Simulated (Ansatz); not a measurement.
# Y: the cost of one run

Method: DFT PBEsol, plane waves, PAW, scalar-relativistic, no spin polarisation, in Ansatz 0.2.0.

## 1. Starting point

The cell holds 17 atoms (Y17): a = 7.300 Å, b = 6.322 Å, c = 11.468 Å, α = 90.00°, β = 90.00°, γ = 90.00°.

Its coordinates follow in the input file.

## 2. End point A

The input, input.yaml:

```yaml
crystal:
  lattice:
    - [-3.65, -6.321985, 0.0]
    - [5.475, -3.160993, 0.0]
    - [0.0, 0.0, 11.4683]
  atoms:
    - { symbol: "Y", position: [0.75, 0.5, 0.0] }
    - { symbol: "Y", position: [0.5, 0.3333333, 0.25] }
    - { symbol: "Y", position: [0.75, 0.5, 0.5] }
    - { symbol: "Y", position: [0.5, 0.3333333, 0.75] }
    - { symbol: "Y", position: [0.5, 0.0, 0.0] }
    - { symbol: "Y", position: [0.25, 0.8333333, 0.25] }
    - { symbol: "Y", position: [0.5, 0.0, 0.5] }
    - { symbol: "Y", position: [0.25, 0.8333333, 0.75] }
    - { symbol: "Y", position: [0.25, 0.5, 0.0] }
    - { symbol: "Y", position: [0.0, 0.3333333, 0.25] }
    - { symbol: "Y", position: [0.25, 0.5, 0.5] }
    - { symbol: "Y", position: [0.0, 0.3333333, 0.75] }
    - { symbol: "Y", position: [0.0, 0.0, 0.0] }
    - { symbol: "Y", position: [0.75, 0.8333333, 0.25] }
    - { symbol: "Y", position: [0.0, 0.0, 0.5] }
    - { symbol: "Y", position: [0.75, 0.8333333, 0.75] }
    - { symbol: "Y", position: [0.757528, 0.1540285, 0.8720347] }
basis:
  ecutwfc: 420.0
kpoints:
  mp_grid: { grid: [3, 3, 2] }
hamiltonian:
  xc: pbesol
scf:
  occupations: { method: gaussian, width: 0.1 }
  lower_state_search: "off"
relax:
  f_tol: 0.03
  max_steps: 60
  adjacent_minimum: "off"
```

Command:

```bash
$ ansatz run input.yaml --threads 4 --pin off --max-ram 10240MiB --backend cpu --events-out ev --progress --plain --runs-dir out
```

What time and memory should one allow on 4 threads of AMD EPYC 7B13 (Zen 3), shared host?

About 91 s, with a peak of 1.6 GiB.
